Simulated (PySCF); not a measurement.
# WSF4: singlet, from a PBE0 minimum start

Aim: relax WSF4 as a singlet from a PBE0 minimum start, check by its vibrations whether the end is a minimum, and collect its spectrum and constants.

Program: PySCF 2.14.0. Level of theory: PBE0, basis W def2-SVP with ECP60, S def2-SVP, F def2-SVP, scalar-relativistic core potentials, no spin–orbit coupling, density fitting. These are calculated values, not measurements.

## (1) The starting structure

6 atoms, charge 0, spin multiplicity 1.

Bond lengths: W1–S2 2.095 Å, W1–F3 1.854 Å, W1–F4 1.854 Å, W1–F5 1.854 Å, W1–F6 1.854 Å. Angles: S2–W1–F3 105.3°, S2–W1–F4 105.3°, S2–W1–F5 105.3°, S2–W1–F6 105.3°, F3–W1–F4 149.4°, F3–W1–F5 86.0°, F3–W1–F6 86.0°, F4–W1–F5 86.0°, F4–W1–F6 86.0°, F5–W1–F6 149.4°.

```xyz
6
charge 0 multiplicity 1
W     0.1021    0.0000    0.0000
S    -1.9930    0.0000    0.0000
F     0.5914   -1.7880    0.0000
F     0.5914    1.7880    0.0000
F     0.5914    0.0000   -1.7880
F     0.5914    0.0000    1.7880
```

## (2) First SCF at the start

One driver script runs all steps and calls PySCF; scf.py shows how it sets up the SCF of each step. The optimiser is the driver's own. After this first run the driver tries any further starts and a stability analysis.

Input file scf.py:

```python
from pyscf import gto, scf, dft
mol = gto.M(atom='''
W      0.102110    -0.000000     0.000000
S     -1.993050    -0.000000     0.000000
F      0.591350    -1.788040    -0.000000
F      0.591350     1.788040    -0.000000
F      0.591350     0.000000    -1.788040
F      0.591350    -0.000000     1.788040''',
    basis={'W': 'def2-SVP', 'S': 'def2-SVP', 'F': 'def2-SVP'},
    ecp={'W': 'def2-SVP'},
    charge=0, spin=0)
mf = dft.RKS(mol, xc='PBE0')
mf.grids.atom_grid = (50, 194)
aux = {'W': 'def2-universal-JKFIT', 'S': 'def2-universal-JKFIT', 'F': 'def2-universal-JKFIT'}
mf = mf.density_fit(auxbasis=aux)
mf.conv_tol = 1e-08
mf.diis_space = 10
mf.max_cycle = 60
mf.init_guess = 'minao'
mf.verbose = 4
mf.kernel()
```

Launch:

```bash
OMP_NUM_THREADS=2 python axn.py task.json out
```

Log:

```text
init E= -851.39538991439
  HOMO = -0.527820745454418  LUMO = -0.336011699476425  gap/eV = 5.21939
cycle= 1 E= -863.598635863083  delta_E= -12.2  |g|= 1.35  |ddm|= 7.27
  HOMO = -0.315528400991534  LUMO = -0.230957468733078  gap/eV = 2.30129
cycle= 2 E= -861.489645592297  delta_E= 2.11  |g|= 3.65  |ddm|= 3.24
  HOMO = -0.330637522472325  LUMO = -0.0924029682222258  gap/eV = 6.48269
cycle= 3 E= -863.888436963946  delta_E= -2.4  |g|= 0.416  |ddm|= 2.62
  HOMO = -0.338010904566618  LUMO = -0.162891925444156  gap/eV = 4.76523
cycle= 4 E= -863.903556267079  delta_E= -0.0151  |g|= 0.321  |ddm|= 0.71
  HOMO = -0.359908127757773  LUMO = -0.148426476323169  gap/eV = 5.75471
cycle= 5 E= -863.93273419396  delta_E= -0.0292  |g|= 0.0635  |ddm|= 0.383
  HOMO = -0.351699103618882  LUMO = -0.143819777506975  gap/eV = 5.65668
cycle= 6 E= -863.933750584536  delta_E= -0.00102  |g|= 0.00734  |ddm|= 0.0602
  HOMO = -0.351139836137896  LUMO = -0.143617704480393  gap/eV = 5.64696
cycle= 7 E= -863.933765952171  delta_E= -1.54e-05  |g|= 0.00155  |ddm|= 0.011
  HOMO = -0.351336940823055  LUMO = -0.143725647137966  gap/eV = 5.64939
cycle= 8 E= -863.933766713444  delta_E= -7.61e-07  |g|= 0.000253  |ddm|= 0.00205
  HOMO = -0.351354465504907  LUMO = -0.143745063126893  gap/eV = 5.64934
cycle= 9 E= -863.933766726998  delta_E= -1.36e-08  |g|= 6.93e-05  |ddm|= 0.000272
  HOMO = -0.351352250271088  LUMO = -0.143749222092855  gap/eV = 5.64917
cycle= 10 E= -863.933766728334  delta_E= -1.34e-09  |g|= 4.97e-06  |ddm|= 8.48e-05
  HOMO = -0.351351342565958  LUMO = -0.143750275534788  gap/eV = 5.64911
Extra cycle  E= -863.933766728299  delta_E= 3.55e-11  |g|= 1.24e-05  |ddm|= 1.88e-05
converged SCF energy = -863.933766728299
```

This step, with its further starts and checks, needed 13 s of wall time on 2 threads of Arm Neoverse N1, shared host.

The test of internal stability found no lower closed-shell solution.

## (3) Relaxation: PBE0 minimum start, singlet

The program finds C4v symmetry in the start, which this walk keeps. Threshold on the gradient: 0.0003 Eh/bohr, with a further test on the energy change.

Edit scf.py of step 2 so:

```diff
@@ -3,4 +3,4 @@
-W      0.102110    -0.000000     0.000000
-S     -1.993050    -0.000000     0.000000
-F      0.591350    -1.788040    -0.000000
-F      0.591350     1.788040    -0.000000
+W      0.102110     0.000000     0.000000
+S     -1.993050     0.000000     0.000000
+F      0.591350    -1.788040     0.000000
+F      0.591350     1.788040     0.000000
@@ -8 +8 @@
-F      0.591350    -0.000000     1.788040''',
+F      0.591350     0.000000     1.788040''',
@@ -19 +18,0 @@
-mf.init_guess = 'minao'
```

Steps of the walk:

| step | energy (Eh) | change (kJ/mol) | largest symmetric gradient (Eh/bohr) |
| --- | --- | --- | --- |
| 0 | -863.933767 | 0.00 | 0.00091 |
| 1 | -863.933770 | -0.01 | 0.00039 |
| 2 | -863.933773 | -0.02 | 0.00002 |

The walk took 16 s.

Geometry (Å) and forces (eV/Å) at some steps:

```
step 0
W    0.102   0.000   0.000   0.047   0.000   0.000
S   -1.993   0.000   0.000   0.000   0.000   0.000
F    0.591  -1.788   0.000  -0.012  -0.005   0.000
F    0.591   1.788   0.000  -0.012   0.005   0.000
F    0.591   0.000  -1.788  -0.012   0.000  -0.005
F    0.591   0.000   1.788  -0.012   0.000   0.005
step 1
W    0.103   0.000   0.000   0.020   0.000   0.000
S   -1.992   0.000   0.000   0.006   0.000   0.000
F    0.591  -1.789   0.000  -0.007  -0.002   0.000
F    0.591   1.789   0.000  -0.007   0.002   0.000
F    0.591   0.000  -1.789  -0.007   0.000  -0.002
F    0.591   0.000   1.789  -0.007   0.000   0.002
step 2
W    0.104   0.000   0.000   0.000   0.000   0.000
S   -1.990   0.000   0.000   0.000   0.000   0.000
F    0.590  -1.789   0.000   0.000  -0.001   0.000
F    0.590   1.789   0.000   0.000   0.001   0.000
F    0.590   0.000  -1.789   0.000   0.000  -0.001
F    0.590   0.000   1.789   0.000   0.000   0.001
```

It settles in C4v symmetry, 0.0 kJ/mol below the start, after 2 steps: W–F 1.854 Å (×4), W–S 2.095 Å; F–W–F 86.1° (×4), F–W–F 149.6° (×2), F–W–S 105.2° (×4).

## (4) Frequencies

The point is checked on the finer grid, and tightened if its gradient asks for it. The Hessian and the dipole derivatives come from central differences of analytic gradients, with steps of 0.02 bohr.

Edit scf.py of step 3 so:

```diff
@@ -3,6 +3,6 @@
-W      0.102110     0.000000     0.000000
-S     -1.993050     0.000000     0.000000
-F      0.591350    -1.788040     0.000000
-F      0.591350     1.788040     0.000000
-F      0.591350     0.000000    -1.788040
-F      0.591350     0.000000     1.788040''',
+W      0.100839     0.000000     0.000000
+S     -1.994337     0.000000     0.000000
+F      0.589790    -1.788031     0.000000
+F      0.589790     1.788031    -0.000000
+F      0.589790     0.000000    -1.788031
+F      0.589790     0.000000     1.788031''',
@@ -13 +13 @@
-mf.grids.atom_grid = (50, 194)
+mf.grids.atom_grid = (75, 302)
@@ -16 +16 @@
-mf.conv_tol = 1e-08
+mf.conv_tol = 1e-10
```

The driver hands on the density of the step before, so the log starts near convergence.

Log of the central SCF (cycles and frontier levels):

```text
init E= -863.933780071537
  HOMO = -0.351326513798368  LUMO = -0.14371769608304  gap/eV = 5.64932
cycle= 1 E= -863.933780071537  delta_E= 4.55e-13  |g|= 2.79e-06  |ddm|= 3.9e-06
  HOMO = -0.351326096137199  LUMO = -0.143718459401279  gap/eV = 5.64929
Extra cycle  E= -863.933780071517  delta_E= 2e-11  |g|= 8.78e-06  |ddm|= 1.18e-05
converged SCF energy = -863.933780071517
```

The whole step took 2 min.

Geometry: C4v; W–F 1.854 Å (×4), W–S 2.095 Å; F–W–F 86.0° (×4), F–W–F 149.4° (×2), F–W–S 105.3° (×4).

Harmonic modes (main isotopes):

```tsv
symmetry	ω (cm⁻¹)	IR (km/mol)	μ (u)	type
b1	133	0.0	19.00	bend
e	210	1.0	25.81	bend
e	236	38.4	20.93	bend
a1	249	5.6	23.15	bend
b2	337	0.0	19.00	bend
a1	601	46.5	37.05	stretch
b1	662	0.0	19.00	stretch
e	718	382	22.21	stretch
a1	736	85.1	19.51	stretch
```

All wavenumbers are real: a minimum.

Properties at this point:

| Item | Value |
| --- | --- |
| Dipole moment | 0.71 D |
| Highest occupied level | -9.56 eV |
| Lowest empty level | -3.91 eV |
| Rotational constants | 0.06939, 0.06087, 0.06087 cm⁻¹ |
| Zero-point energy | 30.2 kJ/mol |
| Principal polarisabilities | 42.2, 42.2, 64.9 bohr³ |
| Atomisation energy without zero-point energy | 2625 kJ/mol |
| Principal traceless quadrupole moments about the centre of mass | -3.36, -3.36, 6.73 D Å |
| Entropy at 298.15 K and 1 bar | 350.1 J/(mol K) |
| Heat capacity Cp at 298.15 K | 103.5 J/(mol K) |
| Enthalpy at 298.15 K above 0 K | 21.05 kJ/mol |
| Rotational symmetry number | 4 |

Charges (e) and bond orders:

| atom | Mulliken | Löwdin | polar tensor | Mayer order to W1 |
| --- | --- | --- | --- | --- |
| W1 | 1.38 | 0.16 | 2.85 | – |
| S2 | -0.14 | 0.29 | -0.36 | 2.21 |
| F3,4,5,6 | -0.31 | -0.11 | -0.62 | 1.03 |

Outer orbital energies (eV). occupied: -13.06, -12.79, -12.79, -12.70, -12.02, -11.15, -9.56, -9.56; empty: -3.91, -3.31, -3.31, -2.09.

Mulliken populations on W1 (outside its core potential): s 2.40, p 6.37, d 3.60, f 0.26.

## (5) What came out

| quantity | value |
| --- | --- |
| minimum | singlet, C4v |
| geometry | W–F 1.854 Å (×4), W–S 2.095 Å; F–W–F 86.0° (×4), F–W–F 149.4° (×2), F–W–S 105.3° (×4) |
| wavenumbers (cm⁻¹) | 133 (b1), 210 (e), 236 (e), 249 (a1), 337 (b2), 601 (a1), 662 (b1), 718 (e), 736 (a1) |
| dipole moment | 0.71 D |
| highest occupied, lowest empty level | -9.56, -3.91 eV |
| polar-tensor charge of W1 | +2.85 e |
| zero-point energy | 30.2 kJ/mol |
| entropy at 298.15 K | 350.1 J/(mol K) |
| atomisation energy (no zero-point energy) | 2625 kJ/mol |

In words: The PBE0 minimum start keeps its C4v symmetry and ends in a minimum. The strongest infrared band lies at 718 cm⁻¹ (e, stretch). Other starts or spin states, not run here, may lie lower. Whether spin polarisation would lower the closed shell was not checked. With an element this heavy the missing spin–orbit coupling can shift these numbers.

The search up to here took 2.5 min.
